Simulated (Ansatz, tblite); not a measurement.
# C₂₂H₁₃CuS: a ladder of methods and basis sets

The task here is to estimate one member of a computed series from the others.

Computed with Ansatz 0.2.0, Gaussian basis. Level: as each input shows.

Plan: GFN1-xTB, GFN2-xTB, PBE-D4/def2-TZVP, r2SCAN-D4/def2-TZVP, r2SCANh-D4/def2-TZVP, BHLYP-D4/def2-TZVP, PBE-QIDH/def2-TZVP, LC-ωPBE(0.10)/def2-SVP, LC-ωPBE(0.15)/def2-SVP, LC-ωPBE(0.20)/def2-SVP, LC-ωPBE(0.30)/def2-SVP, PBE-D4/def2-SVP, PBE0-D4/def2-SVP, HF/6-31G, B3LYP-D4/6-31G, MP2/def2-SVP, RPA/def2-SVP.

### The relaxed structure

The geometry is that of the singlet, from an earlier relaxation (PBE-D4/def2-SVP).

37 atoms, charge 0, spin multiplicity 1.

Bond lengths: Cu1–S2 2.127 Å, S2–C3 1.773 Å, C3–C4 1.416 Å, C3–C24 1.417 Å, C4–C5 1.395 Å, C4–H25 1.100 Å, C5–C6 1.420 Å, C5–H26 1.100 Å, C6–C7 1.419 Å, C6–C23 1.421 Å, C7–C8 1.234 Å, C8–C9 1.419 Å, C9–C10 1.422 Å, C9–C22 1.422 Å, C10–C11 1.393 Å, C10–H27 1.100 Å, C11–C12 1.421 Å, C11–H28 1.100 Å and more. Angles: Cu1–S2–C3 100.3°, S2–C3–C4 118.3°, S2–C3–C24 123.6°, C4–C3–C24 118.1°, C3–C4–C5 120.9°, C3–C4–H25 119.1°, C5–C4–H25 119.9°, C4–C5–C6 121.1°, C4–C5–H26 119.9°, C6–C5–H26 119.0°, C5–C6–C7 121.1°, C5–C6–C23 117.8°, C7–C6–C23 121.1°, C6–C7–C8 179.6°, C7–C8–C9 179.4°, C8–C9–C10 121.0°, C8–C9–C22 120.8°, C10–C9–C22 118.2° and more.

No spin-orbit coupling is included.

PBE0-D4/def2-TZVP was run before; its log isn't repeated, and its numbers join the tables.

The first run:

Tight binding, by tblite at 300 K electronic temperature and without a spin-polarisation term:

```python
tblite.interface.Calculator('GFN1-xTB', numbers, positions, charge=0, uhf=0).singlepoint()
```

Tight binding, by tblite at 300 K electronic temperature and without a spin-polarisation term:

```python
tblite.interface.Calculator('GFN2-xTB', numbers, positions, charge=0, uhf=0).singlepoint()
```

start.molden holds the orbitals of an earlier run on this state, given as this run's starting guess.

Contents of in.yaml:

```yaml
crystal:
  periodic: [false, false, false]
  atoms:
    - {symbol: Cu, position_ang: [10.315086, 1.346004, -1.289688]}
    - {symbol: S, position_ang: [9.786429, -0.571602, -0.536022]}
    - {symbol: C, position_ang: [8.025234, -0.398539, -0.434414]}
    - {symbol: C, position_ang: [7.225915, -1.556593, -0.594906]}
    - {symbol: C, position_ang: [5.837124, -1.491007, -0.481170]}
    - {symbol: C, position_ang: [5.180967, -0.260866, -0.211219]}
    - {symbol: C, position_ang: [3.766623, -0.190920, -0.116716]}
    - {symbol: C, position_ang: [2.535864, -0.136832, -0.038135]}
    - {symbol: C, position_ang: [1.120228, -0.080558, 0.039863]}
    - {symbol: C, position_ang: [0.453378, 1.118553, 0.413105]}
    - {symbol: C, position_ang: [-0.936581, 1.173238, 0.479437]}
    - {symbol: C, position_ang: [-1.727317, 0.032774, 0.172484]}
    - {symbol: C, position_ang: [-3.145131, 0.090508, 0.227424]}
    - {symbol: C, position_ang: [-4.377094, 0.140389, 0.260975]}
    - {symbol: C, position_ang: [-5.798424, 0.196250, 0.293733]}
    - {symbol: C, position_ang: [-6.575766, -0.932902, -0.076888]}
    - {symbol: C, position_ang: [-7.972970, -0.871818, -0.048268]}
    - {symbol: C, position_ang: [-8.624866, 0.307661, 0.349624]}
    - {symbol: C, position_ang: [-7.866788, 1.431154, 0.720673]}
    - {symbol: C, position_ang: [-6.468992, 1.381873, 0.694773]}
    - {symbol: C, position_ang: [-1.061212, -1.166769, -0.198697]}
    - {symbol: C, position_ang: [0.328529, -1.222325, -0.263176]}
    - {symbol: C, position_ang: [5.986033, 0.898849, -0.046413]}
    - {symbol: C, position_ang: [7.373780, 0.826084, -0.146895]}
    - {symbol: H, position_ang: [7.713248, -2.516822, -0.820282]}
    - {symbol: H, position_ang: [5.232458, -2.400331, -0.612365]}
    - {symbol: H, position_ang: [1.053037, 2.008804, 0.651872]}
    - {symbol: H, position_ang: [-1.439238, 2.107064, 0.770235]}
    - {symbol: H, position_ang: [-6.062260, -1.854040, -0.388450]}
    - {symbol: H, position_ang: [-8.561773, -1.754967, -0.339941]}
    - {symbol: H, position_ang: [-9.724311, 0.351316, 0.370490]}
    - {symbol: H, position_ang: [-8.372276, 2.357713, 1.033062]}
    - {symbol: H, position_ang: [-5.872675, 2.259324, 0.984264]}
    - {symbol: H, position_ang: [-1.661107, -2.056955, -0.437253]}
    - {symbol: H, position_ang: [0.831207, -2.156306, -0.553193]}
    - {symbol: H, position_ang: [5.498804, 1.861714, 0.165931]}
    - {symbol: H, position_ang: [7.984837, 1.730880, 0.006157]}
basis:
  gaussian: {orbitals: def2-TZVP, fitting: {mean_field: def2-universal-jkfit}, initial_orbitals: start.molden}
hamiltonian: {xc: pbe, dispersion: d4}
scf: {omitted_lower_state_checks: [starts]}
output: {orbitals: {seedname: orbitals}}
```

Launch:

```
ansatz run in.yaml --threads 2 --pin off --events-out ev --progress --plain --max-ram 32768MiB --backend cuda --devices 0, --max-vram 18GiB
```

Steps of the session up to this table: PBE-D4/def2-TZVP; r2SCAN-D4/def2-TZVP; r2SCANh-D4/def2-TZVP; BHLYP-D4/def2-TZVP; PBE-QIDH/def2-TZVP; LC-ωPBE(0.10)/def2-SVP; LC-ωPBE(0.15)/def2-SVP; LC-ωPBE(0.20)/def2-SVP; LC-ωPBE(0.30)/def2-SVP; PBE-D4/def2-SVP; PBE0-D4/def2-SVP; HF/6-31G; B3LYP-D4/6-31G; MP2/def2-SVP; RPA/def2-SVP.

One of the session's tables, all rows but one given; the rest of the session is left out.

It belongs to the step «Binding energy». 

| level | binding an atom (eV) |
| --- | --- |
| HF/6-31G | 3.654 |
| HF/def2-SVP | ? |
| PBE-D4/def2-SVP | 5.598 |
| PBE-D4/def2-TZVP | 5.504 |
| r2SCAN-D4/def2-TZVP | 5.311 |
| r2SCANh-D4/def2-TZVP | 5.268 |
| B3LYP-D4/6-31G | 5.171 |
| PBE0-D4/def2-SVP | 5.461 |
| PBE0-D4/def2-TZVP | 5.367 |
| BHLYP-D4/def2-TZVP | 5.063 |
| MP2/def2-SVP | 5.237 |

**Question.** Estimate the row for HF/def2-SVP.

**Answer.** binding an atom (eV): 3.923. In the column «binding an atom (eV)» it lies between HF/6-31G (3.654) and BHLYP-D4/def2-TZVP (5.063).

Caveats from the session: Free atoms were run apart at each level; binding is atoms less cluster, divided by the number of atoms, without zero-point or spin-orbit terms.
